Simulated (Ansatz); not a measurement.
# CH3BClF: taking an electron away

An exercise on one series of results from a longer session: the logs are not shown, and one member is left open.

The runs use Ansatz 0.2.0, Gaussian basis; unrestricted cation, the program's frozen cores in correlated methods.

Levels to be run: UKS PBE-D4/def2-TZVPP; UKS r2SCAN-D4/def2-TZVPP; UKS PBE0-D4/def2-TZVPP; UKS B3LYP-D4/def2-TZVPP; UKS wB97X-V/def2-TZVPP; UKS wB97M-V/def2-TZVPP; UKS B2PLYP/def2-TZVPP; UHF-MP2/def2-TZVPP; UHF-MP2/def2-QZVPP; then −ε(HOMO) from the neutral's earlier runs with LDA (SPW92), PBE-D4, revPBE-D4, BLYP-D4, r2SCAN-D4, B97M-V, PBE0-D4, B3LYP-D4, r2SCANh-D4, r2SCAN0-D4, HSE06-D4, BHLYP-D4, CAM-B3LYP-D4, LC-ωPBE, ωB97X-V, ωB97M-V.

1 further run of the same task is left out (it didn't finish).

### The relaxed structure

The geometry comes from an earlier relaxation with PBE0-D4 in a triple-zeta def2 set; it is a stationary point, not always the lowest conformer.

SMILES `BC(F)Cl`, 7 atoms, charge 0, spin multiplicity 1.

Atoms are counted from 1 here; the program's logs count them from 0.

Bond lengths: B1–C2 1.550 Å, B1–H5 1.191 Å, B1–H6 1.190 Å, C2–F3 1.337 Å, C2–Cl4 1.871 Å, C2–H7 1.088 Å. Angles: C2–B1–H5 118.3°, C2–B1–H6 118.0°, H5–B1–H6 123.4°, B1–C2–F3 121.2°, B1–C2–Cl4 77.2°, B1–C2–H7 124.3°, F3–C2–Cl4 110.3°, F3–C2–H7 110.1°, Cl4–C2–H7 105.2°.

As a file:

```xyz
7
charge 0, multiplicity 1
B    -0.3293    0.7900    0.0659
C     0.5518   -0.4811   -0.0381
F     1.0121   -1.0950    1.0565
Cl   -1.1506   -1.1213   -0.4750
H    -0.4340    1.4844   -0.8957
H    -0.7660    1.0804    1.1343
H     1.1773   -0.7257   -0.8938
```

Set-up of the first run:

in.yaml reads:

```yaml
crystal:
  periodic: [false, false, false]
  atoms:
    - {symbol: B, position_ang: [-0.329337, 0.790041, 0.065938]}
    - {symbol: C, position_ang: [0.551832, -0.481111, -0.038057]}
    - {symbol: F, position_ang: [1.012143, -1.095017, 1.056494]}
    - {symbol: Cl, position_ang: [-1.150604, -1.121250, -0.475020]}
    - {symbol: H, position_ang: [-0.433983, 1.484441, -0.895719]}
    - {symbol: H, position_ang: [-0.766044, 1.080449, 1.134349]}
    - {symbol: H, position_ang: [1.177293, -0.725655, -0.893784]}
basis:
  gaussian: {orbitals: def2-TZVPP}
total_charge: 1
magnetization: {spin_polarized: true, initial_magnetization: 1}
hamiltonian: {xc: pbe, dispersion: d4}
```

Command:

```sh
ansatz run in.yaml --threads 2 --pin off --events-out ev --progress --plain --max-ram 4352MiB
```

Steps of the session up to this table: Cation, UKS PBE-D4/def2-TZVPP; Cation, UKS r2SCAN-D4/def2-TZVPP; Cation, UKS PBE0-D4/def2-TZVPP; Cation, UKS B3LYP-D4/def2-TZVPP; Cation, UKS wB97X-V/def2-TZVPP; Cation, UKS wB97M-V/def2-TZVPP; Cation, UKS B2PLYP (frozen core)/def2-TZVPP; Cation, UHF-MP2/def2-TZVPP; Cation, UHF-MP2/def2-QZVPP.

One of the session's tables, all rows but one given; the rest of the session is left out.

Orbital estimates, from the neutral's runs:

| functional | −ε(HOMO) (eV) |
| --- | --- |
| LDA (SPW92) | 7.76 |
| PBE-D4 | 7.63 |
| revPBE-D4 | 7.57 |
| BLYP-D4 | 7.54 |
| r2SCAN-D4 | 7.96 |
| B97M-V | ? |
| PBE0-D4 | 9.11 |
| B3LYP-D4 | 8.88 |
| r2SCANh-D4 | 8.51 |
| r2SCAN0-D4 | 9.33 |
| HSE06-D4 | 8.70 |
| BHLYP-D4 | 10.48 |
| CAM-B3LYP-D4 | 10.54 |
| LC-ωPBE | 11.89 |
| ωB97X-V | 11.54 |
| ωB97M-V | 11.41 |

Q: Estimate the row for B97M-V from the others.

The run gave: −ε(HOMO) (eV): 8.08. In the column «−ε(HOMO) (eV)» it lies between r2SCAN-D4 (7.96) and r2SCANh-D4 (8.51).
